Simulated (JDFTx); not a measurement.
The system is MgAu.

```
Au Mg
1.0
     3.25900    0.00000    0.00000
     0.00000    3.25900    0.00000
     0.00000    0.00000    3.25900
Au Mg
1 1
Direct
  0.00000 0.00000 0.00000
  0.50000 0.50000 0.50000
```

```yaml
Program: JDFTx 1.7.0 (patched build)
Task: single point
Functional: PBEsol
Potentials_or_basis: PseudoDojo-SR-PBEsol-0.4.1-standard with smoothed tails
Cutoff: 1143 eV
Density_cutoff: 9143 eV
k_mesh: 8 × 8 × 8
Occupations: fermi-dirac, width 0.05 eV
Spin: no spin polarisation
```

On this cell: pressure 0.2 GPa; largest force zero by symmetry; band gap on the k mesh none (metal or under the smearing width).

The same run follows on a disturbed copy (atoms moved at random, drawn with an rms of 0.05 Å):

```xyz
2
Lattice="3.2590 0.0000 0.0000 0.0000 3.2590 0.0000 0.0000 0.0000 3.2590" Properties=species:S:1:pos:R:3 pbc="T T T"
Au    0.0715    0.0722   -0.0322
Mg    1.6048    1.6804    1.6300
```

What does the disturbed cell give?

The energy (extrapolated to zero smearing) moves by +9.0 meV/atom; pressure 0.6 GPa; largest force 0.348 eV/Å; band gap on the k mesh none (metal or under the smearing width).

Forces in eV/Å, atoms in the order of the input:
```
Au  -0.321 -0.073  0.112
Mg   0.322  0.074 -0.112
```

Stress tensor (GPa, compression positive):
```
 0.40  0.13 -0.20
 0.13  0.65 -0.05
-0.20 -0.05  0.63
```
